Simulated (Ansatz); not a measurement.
# BSiH4O2F (SMILES O[SiH2]B(O)F): levels of theory compared

We compute a comparison of 6 runs (BHLYP/def2-SVP, PBE/def2-SVP, r2SCAN/def2-SVP, r2SCAN0/def2-SVP, BCCD(T)/def2-SVP, CCSD/def2-SVP) of BSiH4O2F. 

The results are computed with Ansatz 0.2.0.

127 further runs of the same task are left out: 127 set aside as unsound or not needed. Runs told in other sessions of the task aren't counted.

## 1. The structure to begin with

The species is BSiH4O2F (9 atoms), meant as a singlet with charge 0. As SMILES, `O[SiH2]B(O)F`. The Si2–B3 distance was set to 3.053 Å, away from the relaxed value. At this shape a bond of the SMILES string is far longer than usual.

Bond lengths: O1–Si2 1.653 Å, B3–O4 1.347 Å, B3–F5 1.342 Å, O1–H6 0.958 Å, Si2–H7 1.484 Å, Si2–H8 1.493 Å, O4–H9 0.965 Å. Angles: O4–B3–F5 118.7°, O1–Si2–H7 106.4°, O1–Si2–H8 111.4°, Si2–O1–H6 117.1°, B3–O4–H9 113.7°, H7–Si2–H8 107.8°. A long bond or contact: Si2–B3 3.053 Å.

## 2. The energy at BHLYP/def2-SVP (run 1)

run.yaml

```yaml
basis:
  gaussian: {orbitals: def2-SVP}
crystal:
  periodic: [false, false, false]
  atoms:
    - {symbol: O, position_ang: [1.922059, 0.333196, 2.288557]}
    - {symbol: Si, position_ang: [1.607159, -0.756704, 1.085757]}
    - {symbol: B, position_ang: [-0.701500, 0.194000, -0.670900]}
    - {symbol: O, position_ang: [-0.968000, -0.381600, -1.859000]}
    - {symbol: F, position_ang: [-1.488500, 1.196900, -0.250400]}
    - {symbol: H, position_ang: [1.170559, 0.781196, 2.678457]}
    - {symbol: H, position_ang: [2.862859, -0.896704, 0.307457]}
    - {symbol: H, position_ang: [1.262859, -2.098504, 1.641857]}
    - {symbol: H, position_ang: [-1.731300, -0.002600, -2.311100]}
hamiltonian: {xc: {name: BHLYP}}
accuracy: high
output: {orbitals: {seedname: orbitals}}
```

Launch:

```console
ansatz run run.yaml --threads 1 --pin off --max-ram 3480MiB --events-out events.jsonl --progress --plain --runs-dir runs
```

Output:

```text
Warning: RAYON_NUM_THREADS=1 ignored (pool sized by the plan → 1); use --threads N
Functional definition: BHLYP
  name "BHLYP"
  parameter a = 0.5
  exchange = (1 - a)*b88_x + a*exact_x
  correlation = lyp_c
2025 factors; integrals over basis functions are off by at most 7.0e-9 eV
mean field evaluation 1: about -15413.2728 eV, gradient 5.9e1 eV
mean field evaluation 2: about -15411.0589 eV, gradient 6.9e1 eV
mean field evaluation 4: about -15419.2035 eV, gradient 2.3e0 eV
mean field evaluation 8: about -15419.6290 eV, gradient 2.1e-1 eV
mean field evaluation 16: about -15419.6292 eV, gradient 2.8e-5 eV
mean field -15419.62917431 eV, -566.6609203558 hartree, gradient 4.2e-8 eV, S^2 0.000000; 0 other end points of the search recorded, 0 dependent functions left out
reference -15419.62920377 eV, -566.6609214386 hartree; 24, 24 occupied and 70, 70 virtual orbitals, 2025 factors
Total energy: -15419.62920377 eV, -566.6609214386 hartree
```

Wall time 9.3 s (1 thread of Arm Neoverse V2, shared host); peak memory 0.31 GiB.

## 3. The energy at PBE/def2-SVP (run 2)

in.yaml

```yaml
crystal:
  periodic: [false, false, false]
  atoms:
    - symbol: O
      position_ang: [1.922059, 0.333196, 2.288557]
    - symbol: Si
      position_ang: [1.607159, -0.756704, 1.085757]
    - symbol: B
      position_ang: [-0.701500, 0.194000, -0.670900]
    - symbol: O
      position_ang: [-0.968000, -0.381600, -1.859000]
    - symbol: F
      position_ang: [-1.488500, 1.196900, -0.250400]
    - symbol: H
      position_ang: [1.170559, 0.781196, 2.678457]
    - symbol: H
      position_ang: [2.862859, -0.896704, 0.307457]
    - symbol: H
      position_ang: [1.262859, -2.098504, 1.641857]
    - symbol: H
      position_ang: [-1.731300, -0.002600, -2.311100]
basis:
  gaussian:
    orbitals: def2-SVP
hamiltonian:
  xc: pbe
output: {orbitals: {seedname: orbitals}}
accuracy: high
```

Launch:

```console
ansatz run in.yaml --threads 1 --pin off --max-ram 3480MiB --events-out events.jsonl --progress --plain --runs-dir runs
```

Output:

```text
Warning: RAYON_NUM_THREADS=1 ignored (pool sized by the plan → 1); use --threads N
Functional definition: PBE
  name "PBE"
  parameter kappa = 0.804
  parameter beta = 0.06672455060314922
  exchange = pbe_x(kappa = kappa, mu = beta*pi^2/3)
  correlation = pbe_c(beta = beta)
2025 factors; integrals over basis functions are off by at most 7.0e-9 eV
mean field evaluation 1: about -15401.5709 eV, gradient 7.4e1 eV
mean field evaluation 2: about -15339.4265 eV, gradient 1.8e2 eV
mean field evaluation 4: about -15409.7774 eV, gradient 1.9e1 eV
mean field evaluation 8: about -15411.0851 eV, gradient 6.6e-1 eV
mean field evaluation 16: about -15411.0790 eV, gradient 6.7e-5 eV
mean field -15411.07902006 eV, -566.3467079828 hartree, gradient 3.6e-8 eV, S^2 0.000000; 0 other end points of the search recorded, 0 dependent functions left out
reference -15411.07902385 eV, -566.3467081218 hartree; 24, 24 occupied and 70, 70 virtual orbitals, 2025 factors
Total energy: -15411.07902385 eV, -566.3467081218 hartree
```

It took 6.9 s on 1 thread of Arm Neoverse V2, shared host; peak memory 0.23 GiB.

Runs 3 to 5 aren't shown in full; the table further down has their settings and results.

## 4. A single-point energy at CCSD/def2-SVP (run 6)

input.yaml

```yaml
crystal:
  periodic: [false, false, false]
  atoms:
    - {symbol: O, position_ang: [1.922059, 0.333196, 2.288557]}
    - {symbol: Si, position_ang: [1.607159, -0.756704, 1.085757]}
    - {symbol: B, position_ang: [-0.701500, 0.194000, -0.670900]}
    - {symbol: O, position_ang: [-0.968000, -0.381600, -1.859000]}
    - {symbol: F, position_ang: [-1.488500, 1.196900, -0.250400]}
    - {symbol: H, position_ang: [1.170559, 0.781196, 2.678457]}
    - {symbol: H, position_ang: [2.862859, -0.896704, 0.307457]}
    - {symbol: H, position_ang: [1.262859, -2.098504, 1.641857]}
    - {symbol: H, position_ang: [-1.731300, -0.002600, -2.311100]}
basis:
  gaussian:
    orbitals: def2-SVP
correlation:
  method: ccsd
  frozen_orbitals: {B: 1, F: 1, H: 0, O: 1, Si: 5}
accuracy: high
scf:
  omitted_lower_state_checks: [cluster_reference, increment]
```

Launch:

```console
ansatz run input.yaml --threads 1 --pin off --max-ram 3480MiB --events-out events.jsonl --progress --plain --runs-dir runs
```

Output, cut to the lines that bear on the results:

```text
Warning: RAYON_NUM_THREADS=1 ignored (pool sized by the plan → 1); use --threads N
Functional definition: HF
  name "HF"
[...]
2025 factors; integrals over basis functions are off by at most 7.0e-9 eV
[...]
mean field -15370.45192792 eV, -564.8536898845 hartree, gradient 2.3e-8 eV, S^2 0.000000; 0 other end points of the search recorded, 0 dependent functions left out; unrestricted orbitals would lower it
9 core orbitals not correlated: weight in the atoms' cores, before any rotation towards them, 1.000 or more for the frozen orbitals, at most 0.000 for the correlated occupied ones
reference -15370.45192792 eV, -564.8536898845 hartree; 15, 15 occupied and 70, 70 virtual orbitals, 2025 factors
second order -20.09226212 eV of doubles, -0.00000000 eV of singles
cycle   1  -20.41431846 eV  change   -3.2e-1 eV  update   1.2e-1
[...]
cycle  23  -21.10791410 eV  change   9.1e-10 eV  update   2.0e-9
Total energy: -15391.55984201 eV, -565.6293914201 hartree
Checks for a lower state left out: cluster_reference, increment
```

It took 29 s on 1 thread of Arm Neoverse V2, shared host; peak memory 0.59 GiB.

## 5. Overview of the runs

| run | level | frozen core orbitals | energy (Eh) | HOMO energy (eV) | LUMO energy (eV) | HOMO–LUMO gap (eV) | wall time |
| --- | --- | --- | --- | --- | --- | --- | --- |
| 1 | BHLYP/def2-SVP | – | -566.660921 | -7.40 | -0.38 | 7.03 | 9.3 s |
| 2 | PBE/def2-SVP | – | -566.346708 | -5.41 | -2.00 | 3.41 | 6.9 s |
| 3 | r2SCAN/def2-SVP | – | -566.628995 | -5.69 | -1.87 | 3.82 | 14 s |
| 4 | r2SCAN0/def2-SVP | – | -566.583715 | -6.65 | -1.18 | 5.48 | 17 s |
| 5 | BCCD(T)/def2-SVP | 9 | -565.648981 | – | – | – | 49 s |
| 6 | CCSD/def2-SVP | 9 | -565.629391 | – | – | – | 29 s |

## 6. What came out

```
                                          quantity          value
                               run 6: total energy  -565.62939 Eh
run 6: correlation energy (9 core orbitals frozen)     -775.7 mEh
                              run 6: T1 diagnostic          0.015
```

In words: Over runs 1, 2, 3, 4 the HOMO–LUMO gap runs from 3.41 eV (PBE/def2-SVP) to 7.03 eV (BHLYP/def2-SVP). Totals of different functionals can't be ranked against each other. In runs 5, 6 the log says that unrestricted orbitals would lower the reference, so the values rest on an unstable closed-shell determinant (other closed-shell runs at this shape may share the fault). In runs 1, 2, 3, 4, 6 a closed-shell determinant meets a far-stretched bond; if it breaks into open shells, such a determinant describes it badly, and no broken-symmetry solution was shown. All runs together took 2.1 min, the longest 49 s.
